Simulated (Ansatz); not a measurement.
# ZnS: the cost of one run

All numbers below are computed with Ansatz 0.2.0 (DFT, r2SCAN, no spin polarisation, plane waves, PAW).

**1. Geometry**

Symmetry: F-43m, No. 216, cubic system. Conventional cell: a = 5.491 Å, b = 5.491 Å, c = 5.491 Å, α = 90.00°, β = 90.00°, γ = 90.00°. Zn (site symmetry -43m) is surrounded by 4 S at 2.38 Å. Around S (site symmetry -43m) lie 4 Zn at 2.38 Å.

Its coordinates follow in the input file.

It is a restart: the density comes from an earlier run on this cell.

**2. Self-consistent run**

input.yaml reads:

```yaml
crystal:
  lattice:
    - [0.0, 2.745732, 2.745732]
    - [2.745732, 0.0, 2.745732]
    - [2.745732, 2.745732, 0.0]
  atoms:
    - { symbol: Zn, position: [0.25, 0.25, 0.25] }
    - { symbol: S, position: [0.0, 0.0, 0.0] }
  symmetry: { tolerance: 0.0003 }
kpoints:
  mp_grid: { grid: [8, 8, 8], shift: [0, 0, 0] }
  band_path:
    path:
      - [0.0, 0.0, 0.0]
      - [-0.5, -0.5, 0.0]
      - [-0.375, -0.375, 0.25]
      - [-0.375, 0.0, 0.375]
      - [0.0, 0.0, 0.0]
      - [0.0, 0.0, 0.5]
      - [-0.5, -0.25, 0.25]
      - [-0.5, -0.5, 0.0]
    npoints: 8
magnetization:
  spin_polarized: false
scf:
  occupations: { method: fermi_dirac }
  lower_state_search: "off"
  max_iter: 200
hamiltonian:
  pseudopotentials: { kind: paw }
  xc: r2scan
basis:
  ecutwfc: 500
  fft_grid_basis: typed
output:
  forces: true
  stress: true
  eigenvalues: true
  bader: true
  populations: true
  elf: true
  write_potential: true
  volumetric_format: npy
  dos:
    e_range: [-12, 8]
    de: 0.05
    projected: { site_lists: { S: [S], Zn: [Zn] } }
checkpoint:
  read: saved_state
```

**Question.** How long does this run take on 1 thread of an Arm CPU, shared host, and how much memory does it need?

About 21 s, with a peak of 0.43 GiB.
